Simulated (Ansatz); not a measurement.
Working through a single point from an input written key by key of CH₆N₂OSi, SMILES N[Si]1(O)CN1

Program: Ansatz 0.2.0, Python API.

Typed at the interpreter:
```pycon
>>> import ansatz as az
>>> import numpy as np
>>> DECK = '''
... crystal:
...   periodic: [false, false, false]
...   atoms:
...     - { symbol: 'N', position_ang: [0.8558, 1.2598, 0.697] }
...     - { symbol: Si, position_ang: [-0.2264, -0.0199, 0.6641] }
...     - { symbol: O, position_ang: [0.6144, -1.2394, 1.2997] }
...     - { symbol: C, position_ang: [-1.2405, -0.2674, -0.7764] }
...     - { symbol: 'N', position_ang: [0.108, -0.2977, -0.9954] }
...     - { symbol: H, position_ang: [0.2667, 2.1387, 0.4156] }
...     - { symbol: H, position_ang: [1.4256, 1.1497, -0.1282] }
...     - { symbol: H, position_ang: [1.4968, -0.9192, 1.7429] }
...     - { symbol: H, position_ang: [-1.8381, -1.2035, -0.7815] }
...     - { symbol: H, position_ang: [-1.8571, 0.5841, -1.1104] }
...     - { symbol: H, position_ang: [0.4601, -1.2421, -1.0067] }
... basis:
...   gaussian: { orbitals: def2-SVP }
... hamiltonian:
...   xc: pbe0
... output:
...   forces: true
... '''
>>> session = az.Session.from_yaml(DECK)
>>> r = session.plan(threads=1).execute().report
>>> print('reference energy %16.6f eV' % r['reference_energy_ev'])
reference energy    -14020.454283 eV
>>> print('total energy     %16.6f eV' % r['free_energy_ev'])
total energy        -14020.454283 eV
>>> print('occupied orbitals outside the frozen core (up, down):', r['n_occupied'], ' frozen:', r['n_frozen'], ' virtual:', r['n_virtual'])
occupied orbitals outside the frozen core (up, down): [24, 24]  frozen: 0  virtual: [80, 80]
>>> symbols = ['N', 'Si', 'O', 'C', 'N', 'H', 'H', 'H', 'H', 'H', 'H']
>>> forces = np.array(r['forces_ev_ang'])
>>> print('largest force', round(float(np.linalg.norm(forces, axis=1).max()), 4), 'eV/A, rms', round(float(np.sqrt((forces ** 2).mean())), 4))
largest force 5.9488 eV/A, rms 1.8742
>>> charges = r['charge_distribution']
>>> dipole = np.array(charges['dipole_moment_e_ang']) * 4.803205
>>> print('dipole (D): {:.3f} {:.3f} {:.3f}, length {:.3f}'.format(*dipole, np.linalg.norm(dipole)))
dipole (D): -0.709 0.169 0.101, length 0.736
>>> print('atom  Mulliken   Lowdin')
atom  Mulliken   Lowdin
>>> for symbol, m, l in zip(symbols, charges['mulliken_charges_e'], charges['lowdin_charges_e']):
...     print(f'{symbol:4s} {m:9.3f} {l:8.3f}')
...
N       -0.341    0.027
Si       0.382   -0.129
O       -0.433    0.027
C       -0.040   -0.055
N       -0.328    0.024
H        0.128    0.052
H        0.118   -0.028
H        0.238    0.065
H        0.078    0.018
H        0.083    0.009
H        0.116   -0.010
```

What to keep in mind:
- Total energies depend on the basis set; only differences at equal settings carry meaning.
- The geometry is a force-field or estimated start, not a minimum of this method, and the basis set is short of its limit.
- The Löwdin charges here are taken after orthogonalising the functions within each atom; they differ from plain Löwdin charges, and their signs can be unphysical.
- Wall time of the script: 5.1 s on 1 thread of Arm Neoverse V1 (shared host), peak memory 0.26 GiB.
